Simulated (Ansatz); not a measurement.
# F2H3HfNO: molecular dynamics

Aim: follow the molecule's vibrations and see whether its bonds hold. The start is relaxed first. Runs: 300 steps of 0.5 fs at constant energy, with velocities drawn for 1500 K.

Method: RKS PBE0-D4/def2-SVP, in Ansatz 0.2.0.

### Step 1. The starting structure

Bond lengths: Hf1–O2 2.070 Å, O2–H3 1.010 Å, Hf1–N4 2.210 Å, N4–H5 1.060 Å, N4–H6 1.060 Å, Hf1–F7 1.979 Å, Hf1–F8 1.979 Å. Angles: Hf1–O2–H3 109.5°, O2–Hf1–N4 109.4°, O2–Hf1–F7 109.5°, O2–Hf1–F8 109.5°, N4–Hf1–F7 109.5°, N4–Hf1–F8 109.5°, F7–Hf1–F8 109.5°, Hf1–N4–H5 120.0°, Hf1–N4–H6 120.0°, H5–N4–H6 120.0°.

Structure file:

```xyz
8

Hf    0.0000    0.0000    0.0000
O     0.0000    0.0000    2.0700
H    -0.9095   -0.2814    2.4071
N     2.0840    0.0000   -0.7359
H     2.5823   -0.9180   -0.9166
H     2.5853    0.9180   -0.9082
F    -0.9326    1.6157   -0.6593
F    -0.9326   -1.6157   -0.6593
```

### Step 2. Preparing the start

Input file input.yaml:

```yaml
crystal:
  periodic: [false, false, false]
  atoms:
    - { symbol: Hf, position_ang: [0.0, 0.0, 0.0] }
    - { symbol: O, position_ang: [0.0, 0.0, 2.07] }
    - { symbol: H, position_ang: [-0.9095, -0.2814, 2.4071] }
    - { symbol: "N", position_ang: [2.084, 0.0, -0.7359] }
    - { symbol: H, position_ang: [2.5823, -0.918, -0.9166] }
    - { symbol: H, position_ang: [2.5853, 0.918, -0.9082] }
    - { symbol: F, position_ang: [-0.9326, 1.6157, -0.6593] }
    - { symbol: F, position_ang: [-0.9326, -1.6157, -0.6593] }
basis:
  gaussian: { orbitals: def2-SVP }
hamiltonian:
  xc: pbe0
  dispersion: d4
relax:
  f_tol: 0.02
  max_steps: 40
```

Started as:

```sh
> ansatz run input.yaml --threads 2 --pin off --max-ram 3072MiB --backend cpu --events-out ev --progress --plain --runs-dir out
```

Further steps of the session: The run.

Q: Predict the outcome of this session. Wanted: relaxation of the start; temperature, first and last step; temperature, second half; potential energy, second half; largest change of the total energy; bonds formed or broken.

The runs gave:

| quantity | value |
| --- | --- |
| relaxation of the start | 23 moves, 0.969 eV lower |
| length | 300 steps of 0.5 fs |
| temperature, first and last step | 1500 and 571 K |
| temperature, second half | mean 818 K, from 351 to 1184 K |
| potential energy, second half | +67 meV/atom from the start |
| largest change of the total energy | 1.36 meV/atom |
| bonds formed or broken | 0 |

The temperature starts at 1500 K and averages 818 K in the second half, where it ranges from 351 to 1184 K; a mean near half the start is what vibrations about a minimum give, since they share energy equally between motion and strain. The total energy strays from its start by at most 1.36 meV/atom, 1.9 % of the mean kinetic energy, so a step of 0.5 fs is short enough over this time. No bond forms or breaks. A run of 150 fs with 8 atoms shows the motion but fixes no equilibrium value. The nuclei move classically, without zero-point motion, which matters most for hydrogen.
